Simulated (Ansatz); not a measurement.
Consider a comparison of functionals at one structure of MgRh, space group Pm-3m (the Ansatz DFT code, driven from Python).

`mgrh.py`:
```python
"""One structure of MgRh under several functionals."""

import warnings

import ansatz as az

params = {
    "cutoff_ev": 550,
    "mesh": (10, 10, 10),
    "occupations": "methfessel_paxton",
    "scf_tol": 1e-09,
}


def main() -> None:
    warnings.simplefilter("ignore", az.DeckWarning)

    mgrh = (
        az.Lattice.of((3.0992, 0.0, 0.0), (0.0, 3.0992, 0.0), (0.0, 0.0, 3.0992))
        .atom("Mg", (0.0, 0.0, 0.0))
        .atom("Rh", (0.5, 0.5, 0.5))
    )

    calculation = (
        mgrh.calculation()
        .pseudopotentials("paw")
        .basis(params["cutoff_ev"])
        .kpoints(*params["mesh"])
        .occupations(params["occupations"], width=150 * az.meV)
        .scf(tolerance=params["scf_tol"])
        .stress()
    )

    rows = []
    for value in ["pbesol", "r2scan", "blyp"]:
        rep = calculation.functional(value).run().report
        rows.append((value, rep["free_energy_ev"] / len(rep["lattice"]["sites"]), rep["n_iterations"], sum(rep["stress_gpa"][i][i] for i in range(3)) / 3, rep["n_kpoints"]))

    print("  functional   F/atom (eV)    iterations       P (GPa)      k-points")
    for row in rows:
        print(f"{str(row[0]):>12s}  {row[1]:12.5f}  {row[2]:12d}  {row[3]:12.3f}  {row[4]:12d}")


if __name__ == "__main__":
    main()
```

Rank the functionals by the pressure that they give at this structure. What does the order say about their lattices?

From lowest to highest: PBEsol (-2.0 GPa), r2SCAN (-1.0 GPa) and BLYP (6.7 GPa). At a fixed cell a lower pressure usually means a smaller equilibrium volume, so PBEsol prefers the smallest cell and BLYP the largest.

The run itself:

`python mgrh.py` gives:
```text
  functional   F/atom (eV)    iterations       P (GPa)      k-points
      pbesol   -4125.77633             6        -1.967            56
      r2scan   -4171.30446             8        -1.042            56
        blyp   -4172.51696             7         6.699            56
```

What to keep in mind:
- BLYP can be off by several per cent in the lattices of metals, and by several GPa in the pressure at a fixed cell.
- For a metal this k-point mesh is coarse: on a finer one energies can move by several to tens of meV an atom and pressures by half a GPa or more, differences at one mesh by less.
- The program warned that this SCF threshold is loose for forces or stresses.
- Pressure is positive in compression.
- The starting cell is as deposited in a crystallographic database; the results hold for this polymorph, which needn't be the stable one.
- Total energies of different functionals can't be compared; pressures, moments and gaps at this one structure can.
- The script silences the warnings on its input, which a real study should read.
- Timing: 12 s on 1 thread of Intel(R) Xeon(R) Processor @ 2.30GHz (shared host), peak memory 0.56 GiB.
